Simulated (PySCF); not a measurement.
# C21H18O4S: the cost of one run

Computed with PySCF 2.14.0 and routines of our own; the level stands in each step. Atoms count from 0.

## 1. The system as given

44 atoms, charge 0, multiplicity 1; geometry from: GFN2-xTB.

## 2. Electronic excitations: TDA B3LYP/def2-SVP in tetrahydrofuran

What the job is given:

```
{"job": {"kind": "uv", "basis": "def2-SVP", "grid": 1, "kgrid": 0, "vcut": 1.5, "nstates": 8, "ntriplets": 0, "tda": true, "delta": [], "pop": false, "xc": "B3LYP", "solvent": "tetrahydrofuran", "pol": false}, "charge": 0, "multiplicity": 1}
C      6.272980     0.369028     1.442736
C      4.992146     0.067670     0.727871
C      3.887475    -0.407966     1.428941
C      2.713010    -0.726855     0.769545
C      2.650027    -0.566317    -0.599370
S      1.172411    -0.992583    -1.485594
O      1.500022    -1.206705    -2.860969
O      0.420124    -2.019710    -0.819717
O      0.318978     0.382278    -1.379966
C     -1.034556     0.191675    -0.995670
C     -1.062824    -0.480915     0.383894
O     -0.234491    -0.203548     1.220613
C     -2.176262    -1.418487     0.630849
C     -1.930153    -2.540182     1.419040
C     -2.937394    -3.454025     1.664522
C     -4.206548    -3.240025     1.151629
C     -4.464173    -2.111072     0.389607
C     -3.453315    -1.208075     0.115777
C     -1.712199     1.538432    -0.933190
C     -2.706594     1.867445    -1.845094
C     -3.323191     3.105086    -1.783471
C     -2.950310     4.019515    -0.813052
C     -1.954387     3.696126     0.093171
C     -1.332555     2.461802     0.032481
C      3.724853    -0.083935    -1.318781
C      4.894282     0.233270    -0.650410
H      6.883804     1.063689     0.872755
H      6.843754    -0.549980     1.577727
H      6.080761     0.790978     2.425955
H      3.949874    -0.531251     2.499993
H      1.845876    -1.083354     1.300291
H     -1.520195    -0.457923    -1.733718
H     -0.935060    -2.690683     1.806273
H     -2.735022    -4.330982     2.261412
H     -4.996925    -3.950761     1.344872
H     -5.458400    -1.936485     0.004920
H     -3.662915    -0.323929    -0.467364
H     -2.991785     1.156636    -2.607674
H     -4.094128     3.355072    -2.497028
H     -3.430920     4.985276    -0.764098
H     -1.661650     4.408878     0.849642
H     -0.552200     2.203853     0.731848
H      3.629544     0.023719    -2.387187
H      5.741530     0.611710    -1.202795
```

With the program's defaults for keys left out, this is: TDA B3LYP/def2-SVP, vertical, IEF-PCM tetrahydrofuran (non-equilibrium linear response), core orbitals frozen in the response, virtual orbitals cut by energy.

Command:

```sh
OMP_NUM_THREADS=2 python large_run.py task.json out
```

This one command runs all jobs of the session in turn.

**Question.** How long does this first job take on 2 threads of AMD EPYC 9R45, shared host, and how much memory does it need?

About 30 s, with a peak of 1.5 GiB.
